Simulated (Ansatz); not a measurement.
# AlFH₂Se: up Jacob's ladder to CCSD(T)

The task here is to estimate one member of a computed series from the others.

Program: Ansatz 0.2.0, Gaussian basis. Level of theory: functionals in def2-TZVPP, the program's frozen cores in correlated methods. These are calculated values, not measurements.

Plan: LDA (SPW92), PBE-D4, revPBE-D4, BLYP-D4, r2SCAN-D4, B97M-V, PBE0-D4, B3LYP-D4, r2SCANh-D4, r2SCAN0-D4, HSE06-D4, BHLYP-D4, CAM-B3LYP-D4, LC-ωPBE, ωB97X-V, ωB97M-V, B2PLYP, PBE-QIDH; CCSD(T)/def2-SVP; CCSD(T)/def2-TZVPP; CCSD(T)/def2-QZVPP; extrapolation to the limit; RPA on PBE.

### The relaxed structure

All runs share one geometry, relaxed beforehand with PBE0-D4 in a triple-zeta def2 set.

SMILES `[F][AlH][SeH]`, 5 atoms, charge 0, spin multiplicity 1.

Atoms are counted from 1 here; the program's logs count them from 0.

Bond lengths: F1–Al2 1.647 Å, Al2–Se3 2.302 Å, Al2–H4 1.570 Å, Se3–H5 1.470 Å. Angles: F1–Al2–Se3 115.9°, F1–Al2–H4 119.6°, Se3–Al2–H4 124.5°, Al2–Se3–H5 89.9°.

The first run:

The input, in.yaml:

```yaml
crystal:
  periodic: [false, false, false]
  atoms:
    - {symbol: F, position_ang: [-1.154571, -0.647650, 1.724064]}
    - {symbol: Al, position_ang: [-0.330656, -0.470282, 0.309597]}
    - {symbol: Se, position_ang: [0.629717, 1.591800, -0.043079]}
    - {symbol: H, position_ang: [-0.243524, -1.674555, -0.694077]}
    - {symbol: H, position_ang: [1.148933, 1.127086, -1.337905]}
basis:
  gaussian: {orbitals: def2-TZVPP}
hamiltonian: {xc: lda}
output: {orbitals: {seedname: orbitals}}
```

Run with:

```console
$ ansatz run in.yaml --threads 2 --pin off --events-out ev --progress --plain --max-ram 22528MiB --backend cpu
```

Among the steps run: LDA; PBE-D4 (GGA); revPBE-D4 (GGA); BLYP-D4 (GGA); r2SCAN-D4 (meta-GGA); B97M-V (meta-GGA); PBE0-D4 (hybrid); B3LYP-D4 (hybrid); r2SCANh-D4 (hybrid); r2SCAN0-D4 (hybrid); HSE06-D4 (hybrid); BHLYP-D4 (hybrid); CAM-B3LYP-D4 (range-separated); LC-ωPBE (range-separated); ωB97X-V (range-separated); ωB97M-V (range-separated); B2PLYP (double hybrid); PBE-QIDH (double hybrid).

One of the session's tables, all rows but one given; the rest of the session is left out.

It belongs to the step «Frontier levels by functional». 

| functional | HOMO (eV) | gap (eV) |
| --- | --- | --- |
| LDA (SPW92) | -6.67 | 4.63 |
| PBE-D4 | -6.52 | 4.72 |
| revPBE-D4 | -6.47 | 4.77 |
| BLYP-D4 | -6.34 | 4.65 |
| r2SCAN-D4 | -6.80 | 5.32 |
| B97M-V | -6.84 | 5.20 |
| PBE0-D4 | -7.65 | 6.58 |
| B3LYP-D4 | -7.39 | 6.13 |
| r2SCANh-D4 | -7.21 | 5.98 |
| r2SCAN0-D4 | ? | ? |
| HSE06-D4 | -7.25 | 5.82 |
| BHLYP-D4 | -8.59 | 8.28 |
| CAM-B3LYP-D4 | -8.89 | 8.75 |
| LC-ωPBE | -10.27 | 11.20 |
| ωB97X-V | -9.91 | 10.74 |
| ωB97M-V | -9.77 | 10.33 |

**Question.** Estimate the row for r2SCAN0-D4.

Worked estimate for «HOMO (eV)». Against the share of exact exchange, r2SCAN-D4 (0, -6.80), r2SCANh-D4 (0.1, -7.21) give a slope of -4.10 per unit share; at 0.25 the line stands at -7.82.

As computed: HOMO (eV): -7.83; gap (eV): 6.96. In «HOMO (eV)» the line misses by +0.01.
